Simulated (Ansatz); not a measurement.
# Cd3Se (I4/mmm) in Ansatz: reference runs

Aim: a first look at Cd3Se with PBE, on the cell as given and on a disturbed one.

All numbers are computed with Ansatz 0.2.0; they aren't measurements. Logs are shortened: lines on timing, memory, paths and dates and some standing lists are left out, and cuts for length are marked.

### Step 1. The structure

Symmetry: I4/mmm, No. 139, tetragonal system. Conventional cell: a = 4.082 Å, b = 4.082 Å, c = 12.174 Å, α = 90.00°, β = 90.00°, γ = 90.00°. Cd (site symmetry 4/mmm) is surrounded by 4 Se at 2.89 Å. Around Cd (site symmetry -4m2) lie 4 Cd at 2.89 Å. Se (site symmetry 4/mmm) is surrounded by 4 Cd at 2.89 Å.

The cell comes from a database or a generator and needn't be the stable form of this composition.

### Step 2. Single point, PBE

Contents of input.yaml:

```yaml
crystal:
  lattice:
    - [-2.040953, 2.040953, 6.08708]
    - [2.040953, -2.040953, 6.08708]
    - [2.040953, 2.040953, -6.08708]
  atoms:
    - { symbol: Cd, position: [0.5, 0.5, 0.0] }
    - { symbol: Cd, position: [0.25, 0.75, 0.5] }
    - { symbol: Cd, position: [0.75, 0.25, 0.5] }
    - { symbol: Se, position: [0.0, 0.0, 0.0] }
hamiltonian:
  xc: pbe
  pseudopotentials: { kind: paw }
kpoints:
  mp_grid: { grid: [9, 9, 9] }
scf:
  occupations: { method: fermi_dirac, width: 0.05 }
output:
  forces: true
  stress: true
  eigenvalues: true
```

Potentials or basis: Ansatz PAW.

Launch:

```
$ ansatz run input.yaml --threads 2 --pin off --max-ram 5120MiB --backend cpu --events-out ev --progress --plain --runs-dir out
```

Standard output:

```text
Warning: RAYON_NUM_THREADS=2 ignored (pool sized by the plan → 2); use --threads N
basis.fft_grid_basis auto: the FFT boxes are laid along the combinations [[1, 0, 1], [0, 1, 1], [0, 0, 1]] of the cell's own vectors, 4.082, 4.082 and 6.737 Å long. The dense box has 30×30×48 points. Along the cell's own vectors, as sized, it would have 48×48×48, 2.56 times as many. Of the 16 symmetry operations that the crystal satisfies within crystal.symmetry.tolerance (time reversal apart; of a slab, those that keep its plane) the dense box along the cell's own vectors carries 16, and the one as laid loses 12 of those. basis.fft_grid_basis: typed keeps the cell's own vectors: state it where this run's energies or levels are differenced outside the engine with another run's, or held beside a run that keeps those vectors.
Engine: ansatz 0.2.0, aarch64-unknown-linux-gnu
Pseudopotentials: kind: paw
Pseudopotential: Cd, paw, valence charge 20, recommended cutoff 420 eV (normal), Cd.paw.azcp
Pseudopotential: Se, paw, valence charge 16, recommended cutoff 420 eV (normal), Se.paw.azcp
Functional definition: PBE
  parameter kappa = 0.804
  parameter beta = 0.06672455060314922
  exchange = pbe_x(kappa = kappa, mu = beta*pi^2/3)
  correlation = pbe_c(beta = beta)
Crystal: 4 atoms, lattice volume = 101.423 Å³
Basis set: ecut = 420 eV, 2001 PW (Γ), FFT grids on a1+a3, a2+a3, a3, exchange–correlation on 60×60×96 points (8 copies of the dense FFT grid, shifted against one another)
Bands: 46, of which v1, the nominal top of the filled ones, is band 38 counted from 1 (37 counted from 0)
Symmetry: 16 space group operations
Space group: I4/mmm (ITA 139), of the structure as read, at distance tolerance 4.7e-5 Å
k-points: 75 of 729
Non-local potential: Cd, projectors of the file, l = 0: 3, l = 1: 2, l = 2: 2, l = 3: 1
Non-local potential: Se, projectors of the file, l = 0: 2, l = 1: 2, l = 2: 3, l = 3: 1
PAW form: soft (Blöchl's): semilocal exchange-correlation on the pseudo side does not see the compensation charge
PAW one-centre angular grid: Cd, 590 points (default); XC on 64 Gauss nodes
PAW one-centre angular grid: Se, 590 points (default); XC on 64 Gauss nodes
Initial density: superposition of atomic densities (neutral atoms: chi_scale 0, normalization atom), corrected by the library's trained network
Initial wavefunctions: pseudopotential atomic-orbital guess
Functional: x = pbe(κ = 0.804, μ = 0.2195149727645171), c = pbe(β = 0.06672455060314922)
SCF iter   1: F=—  HF=-30232.665665 eV  |F-HF|=—  |Δ(HF+E_count)|=         —  Δρ=2.16e-3  dr2=5.23e-3  ethr=1.77e-3  ⟨swp⟩=6.2  Hψ=12175  notcnv=0  defer=24
preconditioner: auto → Kerker (q_TF=auto, 2.600 Å⁻¹)  [metal: Δε(μ)=0.027 eV  Ē_g=11.922 eV  σ=0.050 eV  W_gap=0.13  n_scr=32 (ndim 8)  ℏωp=23.9 eV  f_vac=0.000  D(μ)=1.06/eV (n_scr^D=2)]
SCF iter   2: F=—  HF=-30232.665934 eV  |F-HF|=—  |Δ(HF+E_count)|=   2.69e-4  Δρ=1.30e-3  dr2=2.23e-3  ethr=6.88e-6  ⟨swp⟩=2.4  Hψ=5268  notcnv=0  defer=71
SCF iter   3: F=—  HF=-30232.665420 eV  |F-HF|=—  |Δ(HF+E_count)|=   5.14e-4  Δρ=2.96e-4  dr2=2.33e-4  ethr=2.93e-6  ⟨swp⟩=2.0  Hψ=4872  notcnv=0  defer=71
SCF iter   4: F=—  HF=-30232.665389 eV  |F-HF|=—  |Δ(HF+E_count)|=   3.15e-5  Δρ=1.55e-4  dr2=7.98e-5  ethr=3.06e-7  ⟨swp⟩=2.0  Hψ=4402  notcnv=0  defer=71
SCF iter   5: F=—  HF=-30232.665391 eV  |F-HF|=—  |Δ(HF+E_count)|=   1.67e-6  Δρ=6.58e-5  dr2=5.34e-6  ethr=1.05e-7  ⟨swp⟩=2.0  Hψ=5250  notcnv=0  defer=71
SCF iter   6: F=—  HF=-30232.665387 eV  |F-HF|=—  |Δ(HF+E_count)|=   3.10e-6  Δρ=3.17e-5  dr2=1.39e-6  ethr=7.02e-9  ⟨swp⟩=2.0  Hψ=5243  notcnv=0  defer=71
SCF iter   7: F=—  HF=-30232.665387 eV  |F-HF|=—  |Δ(HF+E_count)|=   8.33e-9  Δρ=1.05e-5  dr2=2.79e-7  ethr=1.83e-9  ⟨swp⟩=2.0  Hψ=5069  notcnv=0  defer=71
SCF iter   8: F=-30232.665387 eV  HF=-30232.665387 eV  |F-HF|=7.69e-9  |Δ(HF+E_count)|=   4.02e-8  Δρ=3.88e-6  dr2=2.90e-8  ethr=1.32e-10  ⟨swp⟩=8.5  Hψ=12457  notcnv=0
SCF 1 converged in 8 iterations: F = -30232.665387 eV  dr2 = 2.90e-8
SCF converged after 8 iterations
Free energy (F): -30232.665387 eV
Harris-Foulkes:  -30232.665387 eV  (|F-HF|=7.69e-9)
Internal energy: -30232.656940 eV  (E = F + TS)
E sigma→0 (E₀):  -30232.661164 eV
Entropy (-TS):   -0.008447 eV (-2.112 meV/atom)
Fermi energy:    10.684923 eV
--- Per-component energies (eV) ---
  E_band       = -1731.844736
  E_kinetic    = 1631.624955
  E_local      = -12151.392290  (includes V_loc(G=0)·N_el)
  E_nonlocal   = -497.810547
  E_hartree    = 5724.154507
  E_xc         = -633.415789
  E_vxc        = -761.643318  (∫ρ·V_xc dr)
  E_paw        = -14160.129757  (= ΣΔE_a)
  E_vpaw       = -1400.926860  (= ΣTr[D̂ρ^β])
  E_aug_tail   = -0.000539  (compensation charges beyond the density's cutoff)
  E_ewald      = -10145.687478
  E_smearing   = -0.008447  (= −TS)
  E_closure    = -0.000000  (closes the sum)
  Σ components = -30232.665387   (vs F -30232.665387, Δ=0.00e0)
--- Forces (eV/Å), atoms counted from 1 ---
  atom   1  Cd    -0.00000000     0.00000000     0.00000000
  atom   2  Cd     0.00000000     0.00000000     0.00000000
  atom   3  Cd     0.00000000     0.00000000     0.00000000
  atom   4  Se     0.00000000     0.00000000    -0.00000000
  max |Σ_I F_I| component: 1.51e-28 eV/Å
--- Stress (GPa, compression-positive) ---
       -0.956928       0.000000      -0.000000
        0.000000      -0.956928      -0.000000
        0.000000       0.000000       0.393290
  P = ⅓ Tr σ = -0.5069 GPa (-5.069 kbar)
--- Band table (eV; the first three rows and the last of 75) ---
  k-point 0: bands = ["-91.9387", "-91.9320", "-91.8886", "-53.0195", "-53.0195", "-52.9975", "-52.9805", "-52.9723", "-52.9707", "-52.9707", "-52.9294", "-52.9294", "-36.7814", "-36.7798", "-36.7077", "-36.7077", "-36.6851", "-2.2287", "1.1698", "1.4244", "1.5780", "1.9599", "1.9599", "2.1329", "2.2071", "2.2151", "2.2225", "2.2225", "2.5466", "2.5466", "2.5601", "2.7704", "3.2021", "5.0843", "7.1595", "8.7480", "8.7480", "10.1146", "13.0262", "13.4018", "13.4018", "14.9977", "15.5435", "17.9782", "19.0613", "19.0613"]
  k-point 1: bands = ["-91.9383", "-91.9324", "-91.8886", "-53.0200", "-53.0133", "-52.9975", "-52.9801", "-52.9769", "-52.9728", "-52.9702", "-52.9294", "-52.9294", "-36.7814", "-36.7798", "-36.7077", "-36.7077", "-36.6851", "-2.1382", "1.2469", "1.5122", "1.6764", "1.9322", "2.0277", "2.1477", "2.1524", "2.2072", "2.2112", "2.2320", "2.4435", "2.5211", "2.5555", "2.7119", "3.0449", "5.1386", "7.4050", "8.1443", "8.4810", "11.3898", "11.9800", "12.1505", "13.9821", "15.6902", "16.8616", "17.0766", "18.6215", "19.5871"]
  k-point 2: bands = ["-91.9373", "-91.9334", "-91.8886", "-53.0213", "-52.9977", "-52.9974", "-52.9927", "-52.9789", "-52.9740", "-52.9691", "-52.9295", "-52.9295", "-36.7814", "-36.7797", "-36.7077", "-36.7077", "-36.6851", "-1.9424", "1.3695", "1.7481", "1.8768", "1.9572", "2.0854", "2.1628", "2.1777", "2.2052", "2.2104", "2.2176", "2.2894", "2.3089", "2.5633", "2.5671", "2.7924", "5.3994", "7.8365", "7.8586", "8.0036", "10.8388", "10.9353", "12.7150", "14.0149", "15.0953", "15.9318", "17.9864", "19.2434", "19.7462"]
  k-point 74: bands = ["-91.9385", "-91.9322", "-91.8886", "-53.0180", "-53.0180", "-52.9974", "-52.9805", "-52.9726", "-52.9722", "-52.9722", "-52.9294", "-52.9294", "-36.7814", "-36.7798", "-36.7077", "-36.7077", "-36.6851", "-2.1517", "1.2168", "1.4609", "1.6253", "1.8955", "1.9052", "2.1008", "2.1873", "2.2608", "2.3107", "2.3263", "2.5137", "2.5223", "2.5815", "2.7394", "3.1166", "4.3466", "7.5547", "8.7550", "9.7333", "9.8707", "12.5910", "13.5918", "13.9690", "15.2908", "15.5022", "17.2406", "18.2289", "19.0539"]
```

Wall time 9.5 s (2 threads of Arm Neoverse V2, shared host); peak memory 0.52 GiB.

Results:

```
Free energy            : -30232.6654 eV
Pressure               : -0.5 GPa
Band gap on the k mesh : none (metal or under the smearing width)
```

Stress tensor (GPa, compression positive):
```
-0.96  0.00  0.00
 0.00 -0.96  0.00
 0.00  0.00  0.39
```

### Step 3. Single point, PBE (atoms moved at random, drawn with an rms of 0.05 Å)

Contents of input.yaml:

```yaml
crystal:
  lattice:
    - [-2.040953, 2.040953, 6.08708]
    - [2.040953, -2.040953, 6.08708]
    - [2.040953, 2.040953, -6.08708]
  atoms:
    - { symbol: Cd, position: [0.502122, 0.516114, 0.020556] }
    - { symbol: Cd, position: [0.255776, 0.753497, 0.502283] }
    - { symbol: Cd, position: [0.747742, 0.247753, 0.491845] }
    - { symbol: Se, position: [0.012349, 0.010573, 0.02108] }
hamiltonian:
  xc: pbe
  pseudopotentials: { kind: paw }
kpoints:
  mp_grid: { grid: [9, 9, 9] }
scf:
  occupations: { method: fermi_dirac, width: 0.05 }
output:
  forces: true
  stress: true
  eigenvalues: true
```

Potentials or basis: Ansatz PAW.

Launch:

```
$ ansatz run input.yaml --threads 2 --pin off --max-ram 5120MiB --backend cpu --events-out ev --progress --plain --runs-dir out
```

Standard output:

```text
Warning: RAYON_NUM_THREADS=2 ignored (pool sized by the plan → 2); use --threads N
basis.fft_grid_basis auto: the FFT boxes are laid along the combinations [[1, 0, 1], [0, 1, 1], [0, 0, 1]] of the cell's own vectors, 4.082, 4.082 and 6.737 Å long. The dense box has 30×30×48 points. Along the cell's own vectors, as sized, it would have 48×48×48, 2.56 times as many. basis.fft_grid_basis: typed keeps the cell's own vectors: state it where this run's energies or levels are differenced outside the engine with another run's, or held beside a run that keeps those vectors.
[... 9 set-up lines as earlier in the session ...]
Crystal: 4 atoms, lattice volume = 101.423 Å³
Basis set: ecut = 420 eV, 2001 PW (Γ), FFT grids on a1+a3, a2+a3, a3, exchange–correlation on 60×60×96 points (8 copies of the dense FFT grid, shifted against one another)
Bands: 46, of which v1, the nominal top of the filled ones, is band 38 counted from 1 (37 counted from 0)
Symmetry: 1 space group operations
Space group: P1 (ITA 1), of the structure as read, at distance tolerance 4.7e-5 Å
k-points: 365 of 729 (time reversal used)
[... 8 set-up lines as earlier in the session ...]
SCF iter   1: F=—  HF=-30232.662793 eV  |F-HF|=—  |Δ(HF+E_count)|=         —  Δρ=2.16e-3  dr2=5.22e-3  ethr=1.77e-3  ⟨swp⟩=6.2  Hψ=59543  notcnv=0  defer=114
preconditioner: auto → Kerker (q_TF=auto, 2.600 Å⁻¹)  [metal: Δε(μ)=0.003 eV  Ē_g=11.924 eV  σ=0.050 eV  W_gap=0.02  n_scr=32 (ndim 8)  ℏωp=23.9 eV  f_vac=0.000  D(μ)=1.06/eV (n_scr^D=2)]
SCF iter   2: F=—  HF=-30232.663079 eV  |F-HF|=—  |Δ(HF+E_count)|=   2.86e-4  Δρ=1.30e-3  dr2=2.22e-3  ethr=6.86e-6  ⟨swp⟩=2.4  Hψ=26021  notcnv=0  defer=393
SCF iter   3: F=—  HF=-30232.662567 eV  |F-HF|=—  |Δ(HF+E_count)|=   5.12e-4  Δρ=2.99e-4  dr2=2.33e-4  ethr=2.92e-6  ⟨swp⟩=2.0  Hψ=23700  notcnv=0  defer=393
SCF iter   4: F=—  HF=-30232.662529 eV  |F-HF|=—  |Δ(HF+E_count)|=   3.71e-5  Δρ=1.56e-4  dr2=8.07e-5  ethr=3.06e-7  ⟨swp⟩=2.0  Hψ=20653  notcnv=0  defer=393
SCF iter   5: F=—  HF=-30232.662516 eV  |F-HF|=—  |Δ(HF+E_count)|=   1.33e-5  Δρ=6.65e-5  dr2=5.46e-6  ethr=1.06e-7  ⟨swp⟩=2.0  Hψ=25541  notcnv=0  defer=393
SCF iter   6: F=—  HF=-30232.662513 eV  |F-HF|=—  |Δ(HF+E_count)|=   3.12e-6  Δρ=3.20e-5  dr2=1.42e-6  ethr=7.19e-9  ⟨swp⟩=2.0  Hψ=25525  notcnv=0  defer=393
SCF iter   7: F=—  HF=-30232.662513 eV  |F-HF|=—  |Δ(HF+E_count)|=   1.31e-8  Δρ=1.05e-5  dr2=2.92e-7  ethr=1.87e-9  ⟨swp⟩=2.0  Hψ=24675  notcnv=0  defer=393
SCF iter   8: F=-30232.662513 eV  HF=-30232.662513 eV  |F-HF|=8.45e-9  |Δ(HF+E_count)|=   4.01e-8  Δρ=3.88e-6  dr2=2.99e-8  ethr=1.32e-10  ⟨swp⟩=8.6  Hψ=61736  notcnv=0
SCF 1 converged in 8 iterations: F = -30232.662513 eV  dr2 = 2.99e-8
SCF converged after 8 iterations
Free energy (F): -30232.662513 eV
Harris-Foulkes:  -30232.662513 eV  (|F-HF|=8.45e-9)
Internal energy: -30232.654104 eV  (E = F + TS)
E sigma→0 (E₀):  -30232.658308 eV
Entropy (-TS):   -0.008409 eV (-2.102 meV/atom)
Fermi energy:    10.684633 eV
--- Per-component energies (eV) ---
  E_band       = -1731.929528
  E_kinetic    = 1631.648222
  E_local      = -12156.614992  (includes V_loc(G=0)·N_el)
  E_nonlocal   = -497.816180
  E_hartree    = 5726.714604
  E_xc         = -633.429560
  E_vxc        = -761.662275  (∫ρ·V_xc dr)
  E_paw        = -14160.120043  (= ΣΔE_a)
  E_vpaw       = -1400.908065  (= ΣTr[D̂ρ^β])
  E_aug_tail   = -0.000543  (compensation charges beyond the density's cutoff)
  E_ewald      = -10143.035612
  E_smearing   = -0.008409  (= −TS)
  E_closure    = -0.000000  (closes the sum)
  Σ components = -30232.662513   (vs F -30232.662513, Δ=0.00e0)
--- Forces (eV/Å), atoms counted from 1 ---
  atom   1  Cd    -0.05112100     0.04585898     0.01281754
  atom   2  Cd    -0.06412129    -0.10077822    -0.01377048
  atom   3  Cd     0.05044809     0.08020908    -0.02766105
  atom   4  Se     0.06479360    -0.02529339     0.02859910
  max |Σ_I F_I| component: 1.49e-5 eV/Å
--- Stress (GPa, compression-positive) ---
       -0.885636      -0.015968      -0.002027
       -0.015968      -0.934409       0.000162
       -0.002027       0.000162       0.405030
  P = ⅓ Tr σ = -0.4717 GPa (-4.717 kbar)
--- Band table (eV; the first three rows and the last of 365) ---
  k-point 0: bands = ["-91.9393", "-91.9326", "-91.8902", "-53.0205", "-53.0199", "-52.9991", "-52.9811", "-52.9731", "-52.9712", "-52.9710", "-52.9313", "-52.9309", "-36.7823", "-36.7807", "-36.7091", "-36.7084", "-36.6862", "-2.2316", "1.1687", "1.4232", "1.5772", "1.9559", "1.9588", "2.1303", "2.2062", "2.2116", "2.2186", "2.2237", "2.5447", "2.5467", "2.5618", "2.7698", "3.2016", "5.0825", "7.1593", "8.7444", "8.7502", "10.1177", "12.9988", "13.4029", "13.4340", "14.9941", "15.5438", "17.9770", "19.0575", "19.0709"]
  k-point 1: bands = ["-91.9389", "-91.9329", "-91.8902", "-53.0205", "-53.0143", "-52.9990", "-52.9806", "-52.9774", "-52.9734", "-52.9706", "-52.9314", "-52.9309", "-36.7823", "-36.7807", "-36.7091", "-36.7084", "-36.6862", "-2.1413", "1.2460", "1.5110", "1.6750", "1.9303", "2.0238", "2.1414", "2.1544", "2.2036", "2.2116", "2.2303", "2.4432", "2.5223", "2.5549", "2.7113", "3.0445", "5.1373", "7.4043", "8.1398", "8.4841", "11.3908", "11.9766", "12.1523", "13.9888", "15.6873", "16.8589", "17.0838", "18.6216", "19.5827"]
  k-point 2: bands = ["-91.9379", "-91.9339", "-91.8902", "-53.0218", "-53.0002", "-52.9990", "-52.9917", "-52.9794", "-52.9746", "-52.9695", "-52.9314", "-52.9310", "-36.7823", "-36.7806", "-36.7091", "-36.7084", "-36.6861", "-1.9460", "1.3691", "1.7468", "1.8754", "1.9527", "2.0823", "2.1544", "2.1701", "2.2012", "2.2087", "2.2310", "2.2872", "2.3146", "2.5625", "2.5667", "2.7919", "5.3983", "7.8005", "7.8909", "8.0022", "10.8347", "10.9396", "12.7163", "14.0175", "15.0957", "15.9364", "17.9833", "19.2465", "19.7409"]
  k-point 364: bands = ["-91.9372", "-91.9346", "-91.8902", "-53.0215", "-53.0025", "-52.9989", "-52.9892", "-52.9786", "-52.9754", "-52.9704", "-52.9315", "-52.9311", "-36.7823", "-36.7806", "-36.7091", "-36.7084", "-36.6861", "-1.8463", "1.4558", "1.8536", "1.9030", "2.0215", "2.0634", "2.0820", "2.1337", "2.1666", "2.2405", "2.2553", "2.3245", "2.3349", "2.4679", "2.5517", "2.6959", "5.5609", "7.1017", "7.9559", "8.7582", "9.9152", "11.6518", "12.2829", "13.4127", "15.2634", "15.6797", "16.5452", "18.3396", "18.9023"]
```

It took 80 s on 2 threads of Arm Neoverse V2, shared host; peak memory 1.2 GiB.

Results:

```yaml
Free_energy: -30232.6625 eV
Pressure: -0.5 GPa
Largest_force: 0.120 eV/Å
Band_gap_on_the_k_mesh: none (metal or under the smearing width)
```

Forces on the atoms (eV/Å):
```
Cd  -0.051  0.046  0.013
Cd  -0.064 -0.101 -0.014
Cd   0.050  0.080 -0.028
Se   0.065 -0.025  0.029
```
